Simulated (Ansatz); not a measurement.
# C4H5FSi: one molecule under many settings

How do the results and run time of C4H5FSi respond when the settings are drawn wide?

The runs use Ansatz 0.2.0, Gaussian basis; the settings change from run to run.

**1. The molecule**

The geometry comes from an earlier relaxation with PBE0-D4 in a triple-zeta def2 set; it is a stationary point, not always the lowest conformer.

11 atoms, charge 0, spin multiplicity 1.

Atoms are counted from 1 here; the program's logs count them from 0.

Bond lengths: C1–C2 1.484 Å, C1–H7 1.092 Å, C1–H8 1.095 Å, C1–H9 1.092 Å, C2–C3 1.314 Å, C2–Si5 1.922 Å, C3–C4 1.346 Å, C3–Si5 1.889 Å, C4–Si5 1.850 Å, C4–H10 1.082 Å, Si5–F6 1.587 Å, Si5–H11 1.469 Å. Angles: C2–C1–H7 111.7°, C2–C1–H8 110.1°, C2–C1–H9 111.4°, H7–C1–H8 107.9°, H7–C1–H9 108.6°, H8–C1–H9 107.0°, C1–C2–C3 134.6°, C1–C2–Si5 134.4°, C3–C2–Si5 68.5°, C2–C3–C4 138.5°, C2–C3–Si5 71.2°, C4–C3–Si5 67.4°, C3–C4–Si5 70.5°, C3–C4–H10 124.7°, Si5–C4–H10 132.7°, C2–Si5–C3 40.3°, C2–Si5–C4 82.5°, C2–Si5–F6 109.3° and more.

Coordinates:

```xyz
11
charge 0, multiplicity 1
C     0.8308   -0.9261    1.3889
C     0.5364   -0.3670    0.0463
C     0.6656    0.8175   -0.5084
C    -0.0779    1.6832   -1.2222
Si   -1.0689    0.1621   -0.8682
F    -2.2706    0.2153    0.1676
H     1.5605   -0.3184    1.9288
H    -0.0848   -0.9657    1.9882
H     1.2112   -1.9471    1.3200
H     0.2394    2.1552   -2.1432
H    -1.4763   -0.5657   -2.0770
```

**2. B2GP-PLYP/aug-cc-pVTZ**

Options: density fitting with def2-universal-jkfit.

File in.yaml:

```yaml
crystal:
  periodic: [false, false, false]
  atoms:
    - {symbol: C, position_ang: [0.830785, -0.926144, 1.388883]}
    - {symbol: C, position_ang: [0.536391, -0.367042, 0.046275]}
    - {symbol: C, position_ang: [0.665602, 0.817476, -0.508376]}
    - {symbol: C, position_ang: [-0.077903, 1.683233, -1.222210]}
    - {symbol: Si, position_ang: [-1.068895, 0.162058, -0.868207]}
    - {symbol: F, position_ang: [-2.270619, 0.215275, 0.167595]}
    - {symbol: H, position_ang: [1.560462, -0.318374, 1.928756]}
    - {symbol: H, position_ang: [-0.084826, -0.965652, 1.988191]}
    - {symbol: H, position_ang: [1.211198, -1.947117, 1.320018]}
    - {symbol: H, position_ang: [0.239432, 2.155223, -2.143193]}
    - {symbol: H, position_ang: [-1.476326, -0.565737, -2.077030]}
basis:
  gaussian: {orbitals: aug-cc-pVTZ, fitting: {mean_field: def2-universal-jkfit}}
hamiltonian: {xc: {name: B2GP-PLYP}}
output: {forces: true}
```

Launch:

```console
$ ansatz run in.yaml --threads 4 --pin off --events-out ev --progress --plain --max-ram 10444MiB
```

What it wrote, shortened:

```text
Functional definition: B2GP-PLYP
  name "B2GP-PLYP"
  cite "Karton, Tarnopolsky, Lamère, Schatz & Martin, J. Phys. Chem. A 112, 12868 (2008) doi:10.1021/jp801805p"
  cite "Becke, Phys. Rev. A 38, 3098 (1988) doi:10.1103/PhysRevA.38.3098"
  cite "Lee, Yang & Parr, Phys. Rev. B 37, 785 (1988) doi:10.1103/PhysRevB.37.785"
[...]
595 factors; integrals over basis functions are off by at most 1.0e0 eV
[...]
mean field -14802.46423075 eV, -543.9805270093 hartree, gradient 3.1e-6 eV, S^2 0.000000; 0 other end points of the search recorded, 0 dependent functions left out
10 core orbitals not correlated: weight in the atoms' cores, before any rotation towards them, 1.000 or more for the frozen orbitals, at most 0.000 for the correlated occupied ones
reference -14802.46438778 eV, -543.9805327801 hartree; 16, 16 occupied and 369, 369 virtual orbitals, 595 factors
second order -32.40158136 eV of doubles, -0.00000000 eV of singles
[...]
Total energy: -14814.12895707 eV, -544.4091977949 hartree
Atom 0 at     0.830785    -0.926144     1.388883 Å, force     0.049410    -0.135883     0.327154 eV/Å
Atom 1 at     0.536391    -0.367042     0.046275 Å, force     0.083139    -0.115541    -0.057914 eV/Å
Atom 2 at     0.665602     0.817476    -0.508376 Å, force     0.312234     0.060190     0.087176 eV/Å
Atom 3 at    -0.077903     1.683233    -1.222210 Å, force     0.011190     0.346698    -0.232944 eV/Å
Atom 4 at    -1.068895     0.162058    -0.868207 Å, force    -0.203234    -0.255840    -0.453602 eV/Å
Atom 5 at    -2.270619     0.215275     0.167595 Å, force    -0.236012     0.021835     0.216609 eV/Å
Atom 6 at     1.560462    -0.318374     1.928756 Å, force    -0.096904    -0.084491    -0.080137 eV/Å
Atom 7 at    -0.084826    -0.965652     1.988191 Å, force     0.127864     0.009989    -0.079627 eV/Å
Atom 8 at     1.211198    -1.947117     1.320018 Å, force    -0.051239     0.167897     0.002229 eV/Å
Atom 9 at     0.239432     2.155223    -2.143193 Å, force    -0.039954    -0.084037     0.138568 eV/Å
Atom 10 at    -1.476326    -0.565737    -2.077030 Å, force     0.043507     0.069183     0.132489 eV/Å
Dipole moment:     0.146018    -0.202585    -0.077182 e Å
```

Run time: 14 s. Hardware: 4 threads, shared host; peak memory 1.1 GiB.

Largest force 0.559 eV/Å, dipole 1.26 D.

**3. B3LYP/cc-pVDZ**

Set apart from the defaults: charge -1, multiplicity 2, atoms shaken by 0.08 Å.

File in.yaml:

```yaml
crystal:
  periodic: [false, false, false]
  atoms:
    - {symbol: C, position_ang: [0.844767, -1.030669, 1.308674]}
    - {symbol: C, position_ang: [0.498751, -0.331796, -0.103927]}
    - {symbol: C, position_ang: [0.749471, 0.779656, -0.498359]}
    - {symbol: C, position_ang: [0.001686, 1.647718, -1.165719]}
    - {symbol: Si, position_ang: [-1.127203, 0.408861, -0.824377]}
    - {symbol: F, position_ang: [-2.300209, 0.204922, 0.095709]}
    - {symbol: H, position_ang: [1.677782, -0.278817, 1.927987]}
    - {symbol: H, position_ang: [-0.142280, -0.987078, 1.983409]}
    - {symbol: H, position_ang: [1.187270, -1.841981, 1.284223]}
    - {symbol: H, position_ang: [0.163955, 2.179818, -2.061846]}
    - {symbol: H, position_ang: [-1.393386, -0.507071, -2.033297]}
basis:
  gaussian: {orbitals: cc-pVDZ}
total_charge: -1
magnetization: {spin_polarized: true, initial_magnetization: 1}
hamiltonian: {xc: {name: B3LYP}}
output: {forces: true}
```

Same command.

What it wrote, shortened:

```text
Functional definition: B3LYP
  name "B3LYP"
  cite "Stephens, Devlin, Chabalowski & Frisch, J. Phys. Chem. 98, 11623 (1994) doi:10.1021/j100096a001"
  cite "Becke, Phys. Rev. A 38, 3098 (1988) doi:10.1103/PhysRevA.38.3098"
  cite "Lee, Yang & Parr, Phys. Rev. B 37, 785 (1988) doi:10.1103/PhysRevB.37.785"
  cite "Vosko, Wilk & Nusair, Can. J. Phys. 58, 1200 (1980) doi:10.1139/p80-159"
[...]
1055 factors; integrals over basis functions are off by at most 1.2e-3 eV
[...]
mean field -14818.34637649 eV, -544.5641851002 hartree, gradient 7.3e-5 eV, S^2 0.754942; 0 other end points of the search recorded, 0 dependent functions left out
[...]
reference -14818.34663988 eV, -544.5641947795 hartree; 27, 26 occupied and 86, 87 virtual orbitals, 1055 factors
Total energy: -14818.34663988 eV, -544.5641947795 hartree
Atom 0 at     0.844767    -1.030669     1.308674 Å, force    -5.540597    16.524713     1.224510 eV/Å
Atom 1 at     0.498751    -0.331796    -0.103927 Å, force    -3.015826   -11.732332     6.630050 eV/Å
Atom 2 at     0.749471     0.779656    -0.498359 Å, force     7.525134     8.249223    -2.130261 eV/Å
Atom 3 at     0.001686     1.647718    -1.165719 Å, force    -2.149226     4.820112    -1.346159 eV/Å
Atom 4 at    -1.127203     0.408861    -0.824377 Å, force     3.999623    -2.988551    -4.624089 eV/Å
Atom 5 at    -2.300209     0.204922     0.095709 Å, force    -6.295396    -0.398744     4.601134 eV/Å
Atom 6 at     1.677782    -0.278817     1.927987 Å, force    -1.891209    -1.886246    -1.377613 eV/Å
Atom 7 at    -0.142280    -0.987078     1.983409 Å, force     1.913283    -0.264451    -1.196817 eV/Å
Atom 8 at     1.187270    -1.841981     1.284223 Å, force     5.369175   -13.301456    -0.548632 eV/Å
Atom 9 at     0.163955     2.179818    -2.061846 Å, force     0.640036     0.966233    -0.979088 eV/Å
Atom 10 at    -1.393386    -0.507071    -2.033297 Å, force    -0.554997     0.011500    -0.253034 eV/Å
Dipole moment:    -0.398135    -0.144225     0.188999 e Å
```

Run time: 1.6 s. Hardware: 4 threads, shared host.

Largest force 17.472 eV/Å, ⟨S²⟩ 0.755.

**4. MP2/ANO-RCC-VTZP**

Options: atoms shaken by 0.15 Å, a point charge of -1.00 e beside it, relativity set to none, high accuracy.

File in.yaml:

```yaml
crystal:
  periodic: [false, false, false]
  atoms:
    - {symbol: C, position_ang: [1.088821, -0.962767, 1.331222]}
    - {symbol: C, position_ang: [0.739825, -0.466576, 0.308512]}
    - {symbol: C, position_ang: [0.379060, 1.135945, -0.152882]}
    - {symbol: C, position_ang: [-0.106369, 1.582948, -1.298964]}
    - {symbol: Si, position_ang: [-0.986925, 0.087048, -0.552393]}
    - {symbol: F, position_ang: [-2.370621, 0.288595, -0.021705]}
    - {symbol: H, position_ang: [1.651658, -0.431340, 2.253410]}
    - {symbol: H, position_ang: [0.059358, -0.962252, 2.074258]}
    - {symbol: H, position_ang: [1.015215, -1.707367, 1.667941]}
    - {symbol: H, position_ang: [0.111408, 2.246127, -2.265776]}
    - {symbol: H, position_ang: [-1.386238, -0.698593, -1.908613]}
basis:
  gaussian: {orbitals: ANO-RCC-VTZP, point_charges: [{charge: -1.00, position_ang: [5.200, -0.773, 0.949]}]}
hamiltonian: {xc: {name: HF}, pseudopotentials: {relativity: none}}
correlation: {method: mp2}
accuracy: high
```

Launched as before.

What it wrote, shortened:

```text
Functional definition: HF
  name "HF"
  cite "Fock, Z. Phys. 61, 126 (1930) doi:10.1007/BF01340294"
  parent pbe
[...]
4807 factors; integrals over basis functions are off by at most 3.5e-9 eV
[...]
mean field -14755.51539032 eV, -542.2551889468 hartree, gradient 2.6e-8 eV, S^2 0.000000; 2 other end points of the search recorded, 0 dependent functions left out; unrestricted orbitals would lower it
[...]
10 core orbitals not correlated: weight in the atoms' cores, before any rotation towards them, 1.000 or more for the frozen orbitals, at most 0.000 for the correlated occupied ones
reference -14755.51539032 eV, -542.2551889468 hartree; 16, 16 occupied and 228, 228 virtual orbitals, 4807 factors
second order -28.93534154 eV of doubles, -0.00000000 eV of singles
WARN: the results are in doubt because the basis set is contracted for relativity, which is off
Total energy: -14784.45073187 eV, -543.3185431355 hartree
In doubt: the basis set is contracted for relativity, which is off
```

It took 47 s on 4 threads, shared host; peak memory 2.3 GiB.

**5. BLYP/def2-mTZVP**

Options: charge +1, multiplicity 2, restricted open-shell orbitals, a grid of angular degree 11, relativity set to scalar, high accuracy, the search for lower states set to full.

File in.yaml:

```yaml
crystal:
  periodic: [false, false, false]
  atoms:
    - {symbol: C, position_ang: [0.830785, -0.926144, 1.388883]}
    - {symbol: C, position_ang: [0.536391, -0.367042, 0.046275]}
    - {symbol: C, position_ang: [0.665602, 0.817476, -0.508376]}
    - {symbol: C, position_ang: [-0.077903, 1.683233, -1.222210]}
    - {symbol: Si, position_ang: [-1.068895, 0.162058, -0.868207]}
    - {symbol: F, position_ang: [-2.270619, 0.215275, 0.167595]}
    - {symbol: H, position_ang: [1.560462, -0.318374, 1.928756]}
    - {symbol: H, position_ang: [-0.084826, -0.965652, 1.988191]}
    - {symbol: H, position_ang: [1.211198, -1.947117, 1.320018]}
    - {symbol: H, position_ang: [0.239432, 2.155223, -2.143193]}
    - {symbol: H, position_ang: [-1.476326, -0.565737, -2.077030]}
basis:
  gaussian: {orbitals: def2-mTZVP, final_grid: {core_spheres: 5, valence_spheres: 4, degree: 11}}
total_charge: 1
magnetization: {spin_polarized: false, initial_magnetization: 1}
hamiltonian: {xc: {name: BLYP}, pseudopotentials: {relativity: scalar}}
accuracy: high
scf: {lower_state_search: full}
```

Same command.

What it wrote, shortened:

```text
Functional definition: BLYP
  name "BLYP"
  cite "Becke, Phys. Rev. A 38, 3098 (1988) doi:10.1103/PhysRevA.38.3098"
  cite "Lee, Yang & Parr, Phys. Rev. B 37, 785 (1988) doi:10.1103/PhysRevB.37.785"
[...]
2756 factors; integrals over basis functions are off by at most 7.0e-9 eV
[...]
mean field -14832.71420666 eV, -545.0921931199 hartree, gradient 3.7e-8 eV, S^2 0.750000; 5 other end points of the search recorded, 0 dependent functions left out
reference -14832.71428155 eV, -545.0921958720 hartree; 26, 25 occupied and 106, 107 virtual orbitals, 2756 factors
Total energy: -14832.71428155 eV, -545.0921958720 hartree
Relativity: scalar
```

Wall time 4 s (4 threads, shared host).

**6. B2PLYP/aug-cc-pVDZ**

Options: charge -1, multiplicity 2, density fitting with def2-universal-jkfit, high accuracy.

in.yaml, as its differences from that of step 5:

```diff
@@ -15,7 +15,6 @@
 basis:
-  gaussian: {orbitals: def2-mTZVP, final_grid: {core_spheres: 5, valence_spheres: 4, degree: 11}}
-total_charge: 1
-magnetization: {spin_polarized: false, initial_magnetization: 1}
-hamiltonian: {xc: {name: BLYP}, pseudopotentials: {relativity: scalar}}
+  gaussian: {orbitals: aug-cc-pVDZ, fitting: {mean_field: def2-universal-jkfit}}
+total_charge: -1
+magnetization: {spin_polarized: true, initial_magnetization: 1}
+hamiltonian: {xc: {name: B2PLYP}}
 accuracy: high
-scf: {lower_state_search: full}
```

The command is unchanged.

What it wrote, shortened:

```text
Functional definition: B2PLYP
  name "B2PLYP"
  cite "Grimme, J. Chem. Phys. 124, 034108 (2006) doi:10.1063/1.2148954"
  cite "Becke, Phys. Rev. A 38, 3098 (1988) doi:10.1103/PhysRevA.38.3098"
  cite "Lee, Yang & Parr, Phys. Rev. B 37, 785 (1988) doi:10.1103/PhysRevB.37.785"
[...]
595 factors; integrals over basis functions are off by at most 3.1e-1 eV
[...]
mean field -14804.48059219 eV, -544.0546269255 hartree, gradient 4.5e-8 eV, S^2 0.759511; 6 other end points of the search recorded, 0 dependent functions left out
10 core orbitals not correlated: weight in the atoms' cores, before any rotation towards them, 1.000 or more for the frozen orbitals, at most 0.000 for the correlated occupied ones
reference -14804.48061589 eV, -544.0546277966 hartree; 17, 16 occupied and 160, 161 virtual orbitals, 595 factors
second order -29.43437776 eV of doubles, -0.00000000 eV of singles
Total energy: -14812.42789789 eV, -544.3466850231 hartree
```

Wall time 13 s (4 threads, shared host); peak memory 0.88 GiB.

⟨S²⟩ 0.760.

**7. r2SCAN0/def2-mTZVPP**

Options: D3(BJ) with three-body dispersion, the search for lower states set to light.

in.yaml, as its differences from that of step 6:

```diff
@@ -15,6 +15,4 @@
 basis:
-  gaussian: {orbitals: aug-cc-pVDZ, fitting: {mean_field: def2-universal-jkfit}}
-total_charge: -1
-magnetization: {spin_polarized: true, initial_magnetization: 1}
-hamiltonian: {xc: {name: B2PLYP}}
-accuracy: high
+  gaussian: {orbitals: def2-mTZVPP}
+hamiltonian: {xc: {name: r2SCAN0}, dispersion: d3bjatm}
+scf: {lower_state_search: light}
```

Launched as before.

What it wrote, shortened:

```text
Functional definition: r2SCAN0
  name "r2SCAN0"
  cite "Bursch, Neugebauer, Ehlert & Grimme, J. Chem. Phys. 156, 134105 (2022) doi:10.1063/5.0086040"
  cite "Furness, Kaplan, Ning, Perdew & Sun, J. Phys. Chem. Lett. 11, 8208 (2020) doi:10.1021/acs.jpclett.0c02405"
  cite "Furness, Kaplan, Ning, Perdew & Sun, J. Phys. Chem. Lett. 11, 9248 (2020) doi:10.1021/acs.jpclett.0c03077"
  parent r2scan
[...]
1447 factors; their error is unknown
[...]
mean field -14819.17662861 eV, -544.5946963027 hartree, gradient 2.9e-5 eV, S^2 0.000000; 0 other end points of the search recorded, 0 dependent functions left out
reference -14819.17663741 eV, -544.5946966262 hartree; 26, 26 occupied and 126, 126 virtual orbitals, 1447 factors
Total energy: -14819.26024369 eV, -544.5977691004 hartree
```

Wall time 1.5 s (4 threads, shared host).

**8. PBE0-DH/6-31G***

Options: the search for lower states set to light.

in.yaml, as its differences from that of step 7:

```diff
@@ -15,4 +15,4 @@
 basis:
-  gaussian: {orbitals: def2-mTZVPP}
-hamiltonian: {xc: {name: r2SCAN0}, dispersion: d3bjatm}
+  gaussian: {orbitals: "6-31G*"}
+hamiltonian: {xc: {name: PBE0-DH}}
 scf: {lower_state_search: light}
```

Same command.

What it wrote, shortened:

```text
Functional definition: PBE0-DH
  name "PBE0-DH"
  cite "Brémond & Adamo, J. Chem. Phys. 135, 024106 (2011) doi:10.1063/1.3604569"
  cite "Perdew, Burke & Ernzerhof, Phys. Rev. Lett. 77, 3865 (1996) doi:10.1103/PhysRevLett.77.3865"
[...]
1026 factors; integrals over basis functions are off by at most 1.1e-3 eV
[...]
mean field -14805.45672979 eV, -544.0904993209 hartree, gradient 7.4e-6 eV, S^2 0.000000; 0 other end points of the search recorded, 0 dependent functions left out
10 core orbitals not correlated: weight in the atoms' cores, before any rotation towards them, 1.000 or more for the frozen orbitals, at most 0.000 for the correlated occupied ones
reference -14805.45674526 eV, -544.0904998894 hartree; 16, 16 occupied and 78, 78 virtual orbitals, 1026 factors
second order -26.41253665 eV of doubles, -0.00000000 eV of singles
Total energy: -14808.75831235 eV, -544.2118302418 hartree
```

Run time: 1.1 s. Hardware: 4 threads, shared host.

**9. B97M-V/def2-TZVPP**

in.yaml, as its differences from that of step 8:

```diff
@@ -15,4 +15,4 @@
 basis:
-  gaussian: {orbitals: "6-31G*"}
-hamiltonian: {xc: {name: PBE0-DH}}
-scf: {lower_state_search: light}
+  gaussian: {orbitals: def2-TZVPP}
+hamiltonian: {xc: {name: B97M-V}}
+output: {forces: true}
```

Same command.

What it wrote, shortened:

```text
Functional definition: B97M-V
  name "B97M-V"
  cite "Mardirossian & Head-Gordon, J. Chem. Phys. 142, 074111 (2015) doi:10.1063/1.4907719"
  cite "Becke, J. Chem. Phys. 107, 8554 (1997) doi:10.1063/1.475007"
  cite "Vydrov & Van Voorhis, J. Chem. Phys. 133, 244103 (2010) doi:10.1063/1.3521275"
  # Of w^i u^j: cxij and so on, Table III.
[...]
  gx(w, u) = cx00 + cx01*u + cx02*u^2 + (cx10 + cx11*u)*w
  gss(w, u) = css00 + css02*u^2 + css10*w + (css32*w^3 + css42*w^4)*u^2
  gos(w, u) = cos00 + cos01*u + cos03*u^3 + cos10*w + cos32*w^3*u^2
[...]
      + integral(e_c_pw_mod_opposite_spin*gos(b97_w_opposite, b97_u_opposite)) + vv10(b, c)
1459 factors; their error is unknown
[...]
mean field -14822.50205231 eV, -544.7169033698 hartree, gradient 5.1e-5 eV, S^2 0.000000; 0 other end points of the search recorded, 0 dependent functions left out
[...]
Atom 1 at     0.536391    -0.367042     0.046275 Å, force    -0.065306    -0.123707    -0.015423 eV/Å
Atom 2 at     0.665602     0.817476    -0.508376 Å, force    -0.113813    -0.015557    -0.009035 eV/Å
Atom 3 at    -0.077903     1.683233    -1.222210 Å, force    -0.084516     0.087560    -0.126843 eV/Å
Atom 4 at    -1.068895     0.162058    -0.868207 Å, force     0.078631     0.067537     0.154390 eV/Å
Atom 5 at    -2.270619     0.215275     0.167595 Å, force     0.212676    -0.007411    -0.174939 eV/Å
Atom 6 at     1.560462    -0.318374     1.928756 Å, force    -0.137234    -0.124729    -0.081536 eV/Å
Atom 7 at    -0.084826    -0.965652     1.988191 Å, force     0.176609    -0.006824    -0.086003 eV/Å
Atom 8 at     1.211198    -1.947117     1.320018 Å, force    -0.076643     0.201075     0.037472 eV/Å
Atom 9 at     0.239432     2.155223    -2.143193 Å, force    -0.024415    -0.119131     0.135077 eV/Å
Atom 10 at    -1.476326    -0.565737    -2.077030 Å, force     0.028454     0.052260     0.092091 eV/Å
Dipole moment:     0.147830    -0.184965    -0.043074 e Å
```

Run time: 5 s. Hardware: 4 threads, shared host.

Largest force 0.275 eV/Å, dipole 1.16 D.

**10. rPW86-PBE/def2-TZVPP**

This run has multiplicity 3, D4 dispersion.

in.yaml, as its differences from that of step 9:

```diff
@@ -16,3 +16,4 @@
   gaussian: {orbitals: def2-TZVPP}
-hamiltonian: {xc: {name: B97M-V}}
+magnetization: {spin_polarized: true, initial_magnetization: 2}
+hamiltonian: {xc: {name: rPW86-PBE}, dispersion: d4}
 output: {forces: true}
```

The command is unchanged.

What it wrote, shortened:

```text
Functional definition: rPW86-PBE
  name "rPW86-PBE"
  cite "Murray, Lee & Langreth, J. Chem. Theory Comput. 5, 2754 (2009) doi:10.1021/ct900365q"
  cite "Perdew, Burke & Ernzerhof, Phys. Rev. Lett. 77, 3865 (1996) doi:10.1103/PhysRevLett.77.3865"
  parent pbe
[...]
1459 factors; their error is unknown
[...]
mean field -14845.28310140 eV, -545.5540914821 hartree, gradient 7.2e-5 eV, S^2 2.012756; 0 other end points of the search recorded, 0 dependent functions left out
[...]
reference -14845.28321926 eV, -545.5540958133 hartree; 27, 25 occupied and 240, 242 virtual orbitals, 1459 factors
Total energy: -14845.57917499 eV, -545.5649719861 hartree
Atom 0 at     0.830785    -0.926144     1.388883 Å, force     0.488311    -0.489377    -0.303137 eV/Å
Atom 1 at     0.536391    -0.367042     0.046275 Å, force    -3.035376    -0.992912     1.122487 eV/Å
Atom 2 at     0.665602     0.817476    -0.508376 Å, force     5.861373     3.031533     0.559693 eV/Å
Atom 3 at    -0.077903     1.683233    -1.222210 Å, force    -1.264094    -1.109818    -1.473481 eV/Å
Atom 4 at    -1.068895     0.162058    -0.868207 Å, force    -0.749303    -0.988056    -0.643751 eV/Å
Atom 5 at    -2.270619     0.215275     0.167595 Å, force    -1.196639     0.249632     0.672429 eV/Å
Atom 6 at     1.560462    -0.318374     1.928756 Å, force     0.230068     0.089399    -0.040667 eV/Å
Atom 7 at    -0.084826    -0.965652     1.988191 Å, force    -0.071190    -0.024032    -0.083228 eV/Å
Atom 8 at     1.211198    -1.947117     1.320018 Å, force     0.077080    -0.219615     0.116846 eV/Å
Atom 9 at     0.239432     2.155223    -2.143193 Å, force    -0.164416     0.977009     0.406803 eV/Å
Atom 10 at    -1.476326    -0.565737    -2.077030 Å, force    -0.175815    -0.523762    -0.333994 eV/Å
Dipole moment:     0.164436    -0.161371    -0.030058 e Å
```

Wall time 5.5 s (4 threads, shared host); peak memory 0.57 GiB.

Largest force 6.623 eV/Å, dipole 1.12 D, ⟨S²⟩ 2.013.

**11. All runs side by side**

```csv
level,charge,multiplicity,geometry,functions,energy (eV),time
B2GP-PLYP/aug-cc-pVTZ,0,1,relaxed,395,-14814.129,14 s
B3LYP/cc-pVDZ,-1,2,shaken,113,-14818.347,1.6 s
MP2/ANO-RCC-VTZP,0,1,"shaken, point charge",254,-14784.451,47 s
BLYP/def2-mTZVP,1,2,relaxed,132,-14832.714,4 s
B2PLYP/aug-cc-pVDZ,-1,2,relaxed,187,-14812.428,13 s
r2SCAN0/def2-mTZVPP,0,1,relaxed,152,-14819.260,1.5 s
PBE0-DH/6-31G*,0,1,relaxed,104,-14808.758,1.1 s
B97M-V/def2-TZVPP,0,1,relaxed,267,-14822.502,5 s
rPW86-PBE/def2-TZVPP,0,3,relaxed,267,-14845.579,5.5 s
```

**12. Outcome**

| quantity | value |
| --- | --- |
| runs | 9 |
| quickest | PBE0-DH/6-31G*, 1.1 s |
| slowest | MP2/ANO-RCC-VTZP, 47 s |
| spread of total energies, same state and geometry | 13.7 eV |
| dipole, same state and geometry | 1.16 to 1.26 D |

What this shows: Run time spans a factor of 42, from PBE0-DH/6-31G* to MP2/ANO-RCC-VTZP. The jobs differ in tasks and options as well as level. Total energies at one charge and spin differ by 14 eV between levels, so only differences within one level mean anything. At the PBE0-D4/def2-TZVP geometry and in the same state, runs without warnings or point charges leave forces up to 0.56 eV/Å (B2GP-PLYP/aug-cc-pVTZ).
